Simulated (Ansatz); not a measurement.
# RbZn5O2: the cost of one run

Program: Ansatz 0.2.0. Level of theory: DFT PBE, plane waves, PAW, scalar-relativistic, no spin polarisation. These are calculated values, not measurements.

### 1 The starting structure

The cell holds 16 atoms (O4Rb2Zn10): a = 5.856 Å, b = 6.330 Å, c = 8.065 Å, α = 81.18°, β = 96.42°, γ = 89.78°.

As a file:

```cif
data_structure
_symmetry_space_group_name_H-M 'P 1'
_symmetry_Int_Tables_number 1
_cell_length_a 5.8557
_cell_length_b 6.3301
_cell_length_c 8.0648
_cell_angle_alpha 81.176
_cell_angle_beta 96.421
_cell_angle_gamma 89.777
_cell_volume 293.48
loop_
_atom_site_label
_atom_site_type_symbol
_atom_site_fract_x
_atom_site_fract_y
_atom_site_fract_z
_atom_site_occupancy
O1 O 0.33772 0.33897 0.80023 1
O2 O 0.49916 0.70997 0.27189 1
O3 O 0.79889 0.94861 0.14632 1
O4 O 0.09632 0.80335 0.75366 1
Rb1 Rb 0.56028 0.74293 0.89383 1
Rb2 Rb 0.77746 0.00214 0.48586 1
Zn1 Zn 0.96649 0.48732 0.14710 1
Zn2 Zn 0.12929 0.07460 0.91051 1
Zn3 Zn 0.17042 0.89234 0.22018 1
Zn4 Zn 0.63116 0.41612 0.63679 1
Zn5 Zn 0.99861 0.46926 0.83457 1
Zn6 Zn 0.65924 0.22225 0.95831 1
Zn7 Zn 0.23198 0.22321 0.37056 1
Zn8 Zn 0.55894 0.38605 0.21418 1
Zn9 Zn 0.33265 0.71577 0.51851 1
Zn10 Zn 0.97093 0.49936 0.46417 1
```

### 2 Dynamics

The input, input.yaml:

```yaml
crystal:
  lattice:
    - [5.849753, -0.258291, 0.057934]
    - [0.298579, 6.306699, 0.454126]
    - [-0.950393, 0.712308, 7.976902]
  atoms:
    - { symbol: O, position: [0.337716, 0.33897, 0.800234] }
    - { symbol: O, position: [0.499163, 0.709969, 0.271893] }
    - { symbol: O, position: [0.798887, 0.948606, 0.146323] }
    - { symbol: O, position: [0.096322, 0.803348, 0.753656] }
    - { symbol: Rb, position: [0.560279, 0.74293, 0.893828] }
    - { symbol: Rb, position: [0.777455, 0.002142, 0.485856] }
    - { symbol: Zn, position: [0.966489, 0.487322, 0.147097] }
    - { symbol: Zn, position: [0.129288, 0.074596, 0.910506] }
    - { symbol: Zn, position: [0.170422, 0.892341, 0.220175] }
    - { symbol: Zn, position: [0.631159, 0.416122, 0.636791] }
    - { symbol: Zn, position: [0.998607, 0.469264, 0.834566] }
    - { symbol: Zn, position: [0.659242, 0.222246, 0.958311] }
    - { symbol: Zn, position: [0.231983, 0.223209, 0.370557] }
    - { symbol: Zn, position: [0.558939, 0.386047, 0.214175] }
    - { symbol: Zn, position: [0.33265, 0.715772, 0.518509] }
    - { symbol: Zn, position: [0.970932, 0.499363, 0.464166] }
kpoints:
  mp_grid: { grid: [3, 3, 2] }
magnetization:
  spin_polarized: false
scf:
  occupations: { method: gaussian, width: 0.1 }
hamiltonian:
  pseudopotentials: { kind: paw }
  xc: pbe
basis:
  ecutwfc: 420
md:
  timestep: 1.0
  n_steps: 20
  ensemble: nvt_langevin
  temperature: 300.0
  initial_velocities: maxwell_boltzmann
  seed: 917684
```

Launch:

```bash
$ ansatz run input.yaml --threads 2 --pin off --max-ram 2560MiB --backend cpu --events-out ev --progress --plain --runs-dir out
```

**Question.** How long does this run take on 2 threads of AMD EPYC 9R14 (Zen 4), shared host, and how much memory does it need?

About 2.6 min, with a peak of 0.92 GiB.
